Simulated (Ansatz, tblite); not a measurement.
## A script for BN (GFN2-xTB)

These are simulated results from tblite 0.8.0, not measurements. The cell was built from a prototype and was relaxed with r2SCAN in plane waves (Ansatz 0.2.0). Not every such cell is a known phase. All runs are without spin polarisation.

The symmetry is P6_3mc (No. 186, hexagonal); a = 2.548 Å, c = 8.375 Å in the conventional setting, 5.89 Å³ an atom. B is surrounded by 4 N at 1.56 Å; B is surrounded by 4 N at 1.56–1.58 Å; N is surrounded by 4 B at 1.56 Å; N is surrounded by 4 B at 1.56–1.58 Å.

tblite solves periodic systems at the zone centre alone, so the script builds a cluster of 4×4×1 conventional cells (128 atoms), which folds in a coarse mesh of k points.

Input script:

```python
import json
from ase import Atoms
from ase.build import make_supercell
from ase.units import Bohr, GPa, Hartree
from tblite.interface import Calculator

atoms = Atoms(['B', 'B', 'B', 'B', 'N', 'N', 'N', 'N'],
              cell=[[2.54799759, 0.0, 0.0], [-1.27399879, 2.20663064, 0.0], [0.0, 0.0, 8.3753606]],
              scaled_positions=[[0.0, 0.0, 0.000389431], [0.333333333, 0.666666667, 0.249689204], [0.0, 0.0, 0.500389431], [0.666666667, 0.333333333, 0.749689204], [0.0, 0.0, 0.186989839], [0.333333333, 0.666666667, 0.437931527], [0.0, 0.0, 0.686989839], [0.666666667, 0.333333333, 0.937931527]],
              pbc=True)
cluster = make_supercell(atoms, [[4, 0, 0], [0, 4, 0], [0, 0, 1]])
calc = Calculator('GFN2-xTB', cluster.numbers, cluster.positions / Bohr, lattice=cluster.cell[:] / Bohr, periodic=cluster.pbc)
calc.set('temperature', 0.02 / Hartree)
calc.set('max-iter', 150)
res = calc.singlepoint()
levels = res.get('orbital-energies') * Hartree
nv = round(res.get('orbital-occupations').sum() / 2)
cells = len(cluster) // len(atoms)
out = {'energy_per_cell': res.get('energy') * Hartree / cells, 'homo': levels[nv - 1], 'lumo': levels[nv],
       'stress': (-res.get('virial') * Hartree / cluster.get_volume() / GPa).tolist(), 'charges': res.get('charges')[:len(atoms)].tolist(), 'electrons': 2 * nv / cells}
json.dump(out, open('results.json', 'w'))
for key, value in out.items():
    print(key, value)
```

Command: `python run.py`. It took 19 s on 1 thread of Arm Neoverse V2, with other jobs on the host, peak memory 0.13 GiB.

Output:

```
------------------------------------------------------------
  cycle        total energy    energy error   density error
------------------------------------------------------------
      1     -264.3712972449  -2.6614764E+02   4.0351045E-01
      2     -270.7310164619  -6.3597192E+00   2.2371726E-01
      3     -271.2715861064  -5.4056964E-01   8.4400225E-02
      4     -271.5023506038  -2.3076450E-01   2.4775814E-02
      5     -271.5731233293  -7.0772726E-02   1.0843165E-02
      6     -271.5893999012  -1.6276572E-02   2.9129151E-03
      7     -271.5898061668  -4.0626564E-04   2.4423533E-03
      8     -271.5905716287  -7.6546194E-04   2.6385009E-04
      9     -271.5905807300  -9.1012217E-06   4.6441232E-05
     10     -271.5905806452   8.4768033E-08   4.2585858E-05
     11     -271.5905808640  -2.1876735E-07   1.0304083E-05
------------------------------------------------------------

 total:                                  18.641 sec
energy_per_cell -461.8972585294673
homo -11.792347710625044
lumo -4.8067041105480035
stress [[11.519264099254011, -0.0005159445210084222, 2.69857721322686e-06], [-0.0005159445210120163, 11.51866994629142, 1.5605506909398987e-06], [2.698577212765144e-06, 1.5605506918007304e-06, 8.779105819343558]]
charges [0.4533164685523121, 0.4506736046185911, 0.4533176116468578, 0.45067057552599166, -0.4498440638528731, -0.4541480990157538, -0.44984265410370794, -0.4541427889654943]
electrons 32.0
```

The cycle table is in hartree for the whole cluster, and the lines after it are in eV (the energy for one cell). The printed stress is in GPa and positive in compression, and the pressure is its mean diagonal.

GFN2-xTB gives a gap of 6.99 eV. On the same cell, plane-wave PBE (Ansatz, 12×12×4 k points and the special points) gives a gap of 5.53 eV and r2SCAN a gap of 6.08 eV; on shared hosts these took about 6.1 and 14 core-seconds on the 8-atom cell, against 19 for the script. Semilocal gaps usually lie below measured ones. xTB was fitted to molecules, so gaps, charges and pressures of solids can be far off, and the gap also depends on the size of the cluster.

The same script was run on cells scaled at fixed shape and fractional coordinates:

```
volume (Å³/atom)  energy (meV/atom)  pressure (GPa, positive in compression)  gap (eV)
            5.18              175.5                                    74.72      8.78
            5.53               52.6                                    38.29      7.81
            5.89                0.0                                    10.61      6.99
            6.24                0.5                                   -10.21      6.27
            6.59               41.1                                   -25.90      5.65
```

A Birch-Murnaghan fit puts the minimum at 6.06 Å³/atom, 2.9 % above the given cell, with a bulk modulus of 358 GPa at fixed shape.

xTB was fitted mostly to molecules, and a small cluster samples few k points, so gaps, pressures and kinks along a curve can be far from a solid's.
